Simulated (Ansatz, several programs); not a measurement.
An ordered 4-atom cell of Na2ICl on the rocksalt lattice (R-3m), relaxed with r2SCAN in Ansatz (plane waves, PAW): the symmetry is R-3m (No. 166, trigonal); a = 4.283 Å, c = 20.933 Å in the conventional setting, 27.71 Å³ an atom. Cl is surrounded by 6 Na at 2.91 Å; I is surrounded by 6 Na at 3.16 Å; Na is surrounded by 3 Cl at 2.91 Å and 3 I at 3.16 Å. The cell was then scaled with its shape and fractional coordinates held, which makes it stiffer than a relaxed compression. These are computed values for a spin-unpolarised cell that may be hypothetical; none is a measurement.

```tsv
V (Å³/atom)	E (meV/atom)
26.047	7.51
26.878	1.78
27.709	0.00
29.372	5.88
```

Problem. Pass a cubic E = c₀ + c₁u + c₂u² + c₃u³, with u = V − 27.502 Å³, through these points.

Solution. c₀ = 0.11, c₁ = -1.033, c₂ = 2.532, c₃ = -0.1755 (meV and Å³).

Problem. Where is the minimum, and what bulk modulus follows?

Solution. dE/du = 0 at u = +0.209, so V₀ = 27.71 Å³. B = V₀ d²E/dV² = 27.71 × (2c₂ + 6c₃u) = 27.71 × 4.843 = 134 meV/Å³, and 1 meV/Å³ is 0.16022 GPa: 22 GPa. A third-order Birch-Murnaghan fit to all five points gives 27.72 Å³ and 21 GPa.

Problem. Predict the energy and the pressure at the withheld volume, 28.541 Å³.

Solution. With u = +1.039: E ≈ 1.57 meV and P = −dE/dV ≈ -0.59 GPa. The run gives 1.54 meV and, from its stress, -0.58 GPa.
